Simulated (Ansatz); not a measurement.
# Mg4Se: the cost of one run

Computed with Ansatz 0.2.0 (DFT PBE, scalar-relativistic, plane waves, PAW, unless a step's input says otherwise).

### 1 The structure to begin with

It takes space group P-3m1 (No. 164, trigonal). Conventional cell: a = 3.140 Å, b = 3.140 Å, c = 10.095 Å, α = 90.00°, β = 90.00°, γ = 120.00°. Mg (site symmetry 3m) has 3 Se at 2.26 Å as nearest neighbours. Around Mg (site symmetry 3m) lie 12 Mg at 3.05 to 3.14 Å. Se (site symmetry -3m) is surrounded by 6 Mg at 2.26 Å.

Structure file:

```xyz
5
Lattice="3.1396 0.0000 0.0000 -1.5698 2.7190 0.0000 0.0000 0.0000 10.0955" Properties=species:S:1:pos:R:3 pbc="T T T"
Mg    0.0000    1.8127    8.7412
Mg    0.0000    1.8127    3.8039
Mg    1.5698    0.9063    1.3543
Mg    1.5698    0.9063    6.2915
Se    0.0000    0.0000    0.0000
```

A structure generator made this guess: species swapped into a database cell of Co4H (P-3m1, No. 164), with Mg on the Co sites and Se on the H sites. The dimensions are guesses.

### 2 Probe: one point on a coarse mesh

input.yaml

```yaml
crystal:
  lattice:
    - [3.13964195, 0.0, 0.0]
    - [-1.56982098, 2.71900969, 0.0]
    - [0.0, 0.0, 10.09546024]
  atoms:
    - { symbol: Mg, position: [0.33333333, 0.66666667, 0.86585528] }
    - { symbol: Mg, position: [0.33333333, 0.66666667, 0.37679535] }
    - { symbol: Mg, position: [0.66666667, 0.33333333, 0.13414472] }
    - { symbol: Mg, position: [0.66666667, 0.33333333, 0.62320465] }
    - { symbol: Se, position: [0.0, 0.0, 0.0] }
basis:
  ecutwfc: 420
kpoints:
  mp_grid: { grid: [6, 6, 2] }
hamiltonian:
  xc: pbe
scf:
  occupations: { method: gaussian, width: 0.1 }
  lower_state_search: "off"
output:
  forces: true
  stress: true
  eigenvalues: true
```

Launch:

```sh
$ ansatz run input.yaml --threads 1 --pin off --max-ram 2560MiB --backend cpu --events-out ev --progress --plain --runs-dir out
```

What time and memory should one allow on 1 thread of Arm Neoverse V2, shared host?

About 2.4 s, with a peak of 0.33 GiB.
